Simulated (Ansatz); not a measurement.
# HfH4: the cost of one run

Computed with Ansatz 0.2.0 (DFT PBE, scalar-relativistic, plane waves, PAW, unless a step's input says otherwise).

**1. The structure to begin with**

It takes space group P-4m2 (No. 115, tetragonal). Conventional cell: a = 4.137 Å, b = 4.137 Å, c = 16.000 Å, α = 90.00°, β = 90.00°, γ = 90.00°. Hf (site symmetry -4m2) has 4 H at 1.62 Å as nearest neighbours. Around H (site symmetry m) lie 1 H at 1.12 Å.

Coordinates:

```xyz
5
Lattice="4.1374 0.0000 0.0000 0.0000 4.1374 0.0000 0.0000 0.0000 16.0000" Properties=species:S:1:pos:R:3 pbc="T T F"
Hf    2.0687    2.0687    8.0000
H     0.5597    2.0687    8.6023
H     3.5777    2.0687    8.6023
H     2.0687    3.5777    7.3977
H     2.0687    0.5597    7.3977
```

Recipe of the guess: random sheet by layer group and Wyckoff sites. Lengths come from tabulated atomic sizes and are only a guess.

It is a sheet, periodic along a and b, with vacuum along c; volumes and pressures of the box carry no meaning, and space groups named for it are those of the box.

**2. A first look at the guess**

Contents of input.yaml:

```yaml
crystal:
  lattice:
    - [4.137388, 0.0, 0.0]
    - [0.0, 4.137388, 0.0]
    - [0.0, 0.0, 16.0]
  atoms:
    - { symbol: Hf, position: [0.5, 0.5, 0.5] }
    - { symbol: H, position: [0.13528275, 0.5, 0.53764333] }
    - { symbol: H, position: [0.86471725, 0.5, 0.53764333] }
    - { symbol: H, position: [0.5, 0.86471725, 0.46235667] }
    - { symbol: H, position: [0.5, 0.13528275, 0.46235667] }
  periodic: [true, true, false]
basis:
  ecutwfc: 420
kpoints:
  mp_grid: { grid: [4, 4, 1] }
hamiltonian:
  xc: pbe
scf:
  occupations: { method: gaussian, width: 0.1 }
  lower_state_search: "off"
output:
  forces: true
  stress: true
  eigenvalues: true
```

The run is started by

```bash
$ ansatz run input.yaml --threads 1 --pin off --max-ram 2048MiB --backend cpu --events-out ev --progress --plain --runs-dir out
```

What time and memory should one allow on 1 thread of AMD EPYC 9R45 (Zen 5), shared host?

About 2.3 s, with a peak of 0.55 GiB.
